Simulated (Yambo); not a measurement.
A run of Yambo 5.3.0:

optics3.in

```
optics
chi
Chimod= "IP"
% BndsRnXd
 1 | 34 |
%
% LongDrXd
 0 | 0 | 1 |
%
% QpntsRXd
 1 | 1 |
%
% EnRngeXd
 0 | 10 | eV
%
% DmRngeXd
 0.1 | 0.1 | eV
%
ETStpsXd= 200
```

scf.in

```
&CONTROL
  calculation = 'scf'
  prefix = 'pwscf'
  outdir = './tmp'
  pseudo_dir = './pseudo'
/
&SYSTEM
  ibrav = 0
  nat = 2
  ntyp = 1
  ecutwfc = 72
  nbnd = 21
  occupations = 'smearing'
  smearing = 'fd'
  degauss = 0.00367493
  force_symmorphic = .true.
/
&ELECTRONS
  conv_thr = 4d-10
  electron_maxstep = 120
  mixing_beta = 0.5
/
ATOMIC_SPECIES
Sn   118.7100 Sn.upf
CELL_PARAMETERS bohr
   0.0000000000    6.1101323590    6.1101323590
   6.1101323590    0.0000000000    6.1101323590
   6.1101323590    6.1101323590    0.0000000000
ATOMIC_POSITIONS bohr
Sn     9.1651985385    9.1651985385    9.1651985385
Sn     6.1101323590    6.1101323590    6.1101323590
K_POINTS automatic
10 10 10 0 0 0
```

nscf.in

```
&CONTROL
  calculation = 'nscf'
  prefix = 'pwscf'
  outdir = './tmp'
  pseudo_dir = './pseudo'
/
&SYSTEM
  ibrav = 0
  nat = 2
  ntyp = 1
  ecutwfc = 72
  nbnd = 34
  occupations = 'smearing'
  smearing = 'fd'
  degauss = 0.00367493
  force_symmorphic = .true.
/
&ELECTRONS
  conv_thr = 1d-08
  diago_full_acc = .true.
  diago_thr_init = 1d-06
/
ATOMIC_SPECIES
Sn   118.7100 Sn.upf
CELL_PARAMETERS bohr
   0.0000000000    6.1101323590    6.1101323590
   6.1101323590    0.0000000000    6.1101323590
   6.1101323590    6.1101323590    0.0000000000
ATOMIC_POSITIONS bohr
Sn     9.1651985385    9.1651985385    9.1651985385
Sn     6.1101323590    6.1101323590    6.1101323590
K_POINTS automatic
10 10 10 0 0 0
```

Potentials or basis: PseudoDojo 0.4.1 SR PBEsol standard.

Run with:

```sh
$ OMP_NUM_THREADS=1 pw.x -in scf.in > scf.out
$ OMP_NUM_THREADS=1 pw.x -in nscf.in > nscf.out
$ cd tmp/pwscf.save; p2y; mv SAVE ../..; cd ../..
$ OMP_NUM_THREADS=1 yambo
$ OMP_NUM_THREADS=1 yambo -F optics3.in -J optics3 -C optics3_out
```

Hardware: 1 thread of Arm Neoverse V1 (shared host).

Q: Estimate the wall time of this run.

A: Wall time 2.3 min on 1 thread of Arm Neoverse V1, with other jobs on the host.
